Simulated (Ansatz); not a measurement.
**YSe2 (CdCl2 type): a single-point run**

Aim: a sound single-point run of YSe2 (CdCl2 type). The structure is shown as the input types it.

Computed with Ansatz 0.2.0 (DFT PBE, scalar-relativistic, plane waves, PAW, unless a step's input says otherwise).

1 further run of the same task is left out (it didn't finish). Runs told in other sessions of the task aren't counted.

## Step 1: The starting structure

It takes space group R-3m (No. 166, trigonal). Conventional cell: a = 4.340 Å, b = 4.340 Å, c = 15.628 Å, α = 90.00°, β = 90.00°, γ = 120.00°. Y (site symmetry -3m) is surrounded by 6 Se at 2.86 Å. Se (site symmetry 3m) is surrounded by 3 Y at 2.86 Å.

Structure file:

```cif
data_structure
_symmetry_space_group_name_H-M 'P 1'
_symmetry_Int_Tables_number 1
_cell_length_a 5.7806
_cell_length_b 5.7806
_cell_length_c 5.7806
_cell_angle_alpha 44.098
_cell_angle_beta 44.098
_cell_angle_gamma 44.098
_cell_volume 84.98
loop_
_atom_site_label
_atom_site_type_symbol
_atom_site_fract_x
_atom_site_fract_y
_atom_site_fract_z
_atom_site_occupancy
Y1 Y 0.00000 0.00000 0.00000 1
Se1 Se 0.24458 0.24458 0.24458 1
Se2 Se 0.75542 0.75542 0.75542 1
```

## Step 2: The calculation

Input file input.yaml:

```yaml
crystal:
  lattice:
    - [2.17004695139, 1.252877191522, 5.209249422304]
    - [-2.17004695139, 1.252877191522, 5.209249422304]
    - [0.0, -2.505754383095, 5.209249422292]
  atoms:
    - { symbol: "Y", position: [0.0, 0.0, 0.0] }
    - { symbol: Se, position: [0.2445848164, 0.2445848164, 0.2445848164] }
    - { symbol: Se, position: [0.7554151836, 0.7554151836, 0.7554151836] }
basis:
  ecutwfc: 420
  ecutrho_ratio: 4
kpoints:
  mp_grid: { grid: [10, 10, 10] }
hamiltonian:
  xc: pbe
scf:
  occupations: { method: gaussian, width: 0.05 }
  max_iter: 75
output:
  forces: true
  stress: true
magnetization:
  spin_polarized: true
  initial_magnetization: 1
```

On the command line:

```
$ ansatz run input.yaml --threads 2 --pin off --max-ram 2662MiB --backend cpu --events-out ev --progress --plain --runs-dir out
```

What happens when this is run?

The program finished normally, with warnings (seeded moment not kept). Its log warns: «the starting moments were not kept: the SCF closed with an absolute magnetisation of 1.8e-6 μB, where they sum to 1 μB in size (3 sites) ...»

In the input, magnetization.spin_polarized is true; magnetization.initial_magnetization is 1. A typed moment is only a start; here the run ends at the energy of the run without it (within 1 meV an atom), so the result stands.

No remedy is needed.
